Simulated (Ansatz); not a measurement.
# GaBr+ (doublet): the correlation ladder, cc-pVDZ

Aim: climb from Hartree-Fock through coupled cluster for GaBr+ (doublet) at one geometry and basis, and see what each rung misses.

Computed with Ansatz 0.2.0, Gaussian basis. Level: cc-pVDZ, core rule «outside noble gas», up to 28 orbitals frozen.

To be run: UHF; CCSD(T) on ROHF; CCSD(T) on UHF; BCCD(T) on ROHF; CISD as a restricted active space (open shells left free, so some higher excitations enter); CCSDT(Q) on ROHF; CCSDT(Q) on UHF.

16 further runs of the same task are left out: 7 for a known fault of the program, 4 that didn't finish, 5 set aside as unsound or not needed. Runs told in other sessions of the task aren't counted.

## (1) The system

The geometry is a PBE0/def2-TZVP stationary point (not a proven minimum) of the parent state, kept for this charge and spin. No spin-orbit coupling is included. The filled d shell of Ga, Br may be among the frozen orbitals whatever the setting's name suggests.

2 atoms, charge 1, spin multiplicity 2.

Atoms are counted from 1 here; the program's logs count them from 0.

Bond lengths: Ga1–Br2 2.533 Å.

## (2) UHF

File in.yaml:

```yaml
crystal:
  periodic: [false, false, false]
  atoms:
    - {symbol: Ga, position_ang: [0.000000, 0.000000, 0.000000]}
    - {symbol: Br, position_ang: [0.000000, 0.000000, 2.532600]}
basis:
  gaussian: {orbitals: cc-pVDZ}
total_charge: 1
magnetization: {spin_polarized: true, initial_magnetization: 1}
hamiltonian: {xc: hf}
output: {orbitals: {seedname: orbitals}}
```

The run is started by

```bash
ansatz run in.yaml --threads 1 --pin off --events-out ev --progress --plain --max-ram 2393MiB
```

After this run come: CCSD(T) on ROHF; CCSD(T) on UHF; BCCD(T) on ROHF; CISD as a restricted active space (open shells left free, so some higher excitations enter); CCSDT(Q) on ROHF; CCSDT(Q) on UHF.

Before running them: what should the planned runs give, taken together? Wanted: UCCSDT(Q) from the RHF energy; RMP2 from UCCSDT(Q); UMP2 from UCCSDT(Q); RCCSD from UCCSDT(Q); RCCSD(T) from UCCSDT(Q); UCCSD(T) from UCCSDT(Q); RCCSDT(Q) from UCCSDT(Q); T1 diagnostic.

As calculated:

| quantity | value |
| --- | --- |
| UCCSDT(Q) from the ROHF energy | -4.6075 eV |
| RMP2 from UCCSDT(Q) | +714.6 meV |
| UMP2 from UCCSDT(Q) | +774.9 meV |
| RCCSD from UCCSDT(Q) | +148.2 meV |
| RCCSD(T) from UCCSDT(Q) | +36.6 meV |
| UCCSD(T) from UCCSDT(Q) | +32.2 meV |
| RCCSDT(Q) from UCCSDT(Q) | +6.2 meV |
| levels within 1 kcal/mol (43 meV) | RCCSD(T), UCCSD(T), BCCD(T), RCCSDT, UCCSDT, RCCSDT(Q) |
| T1 diagnostic | 0.030 |

RCCSD(T) misses by +36.6 meV, 0.8 % of the correlation energy. These misses are within one basis, not against nature; the frozen cores of restricted and unrestricted runs differ, which can shift their rows.
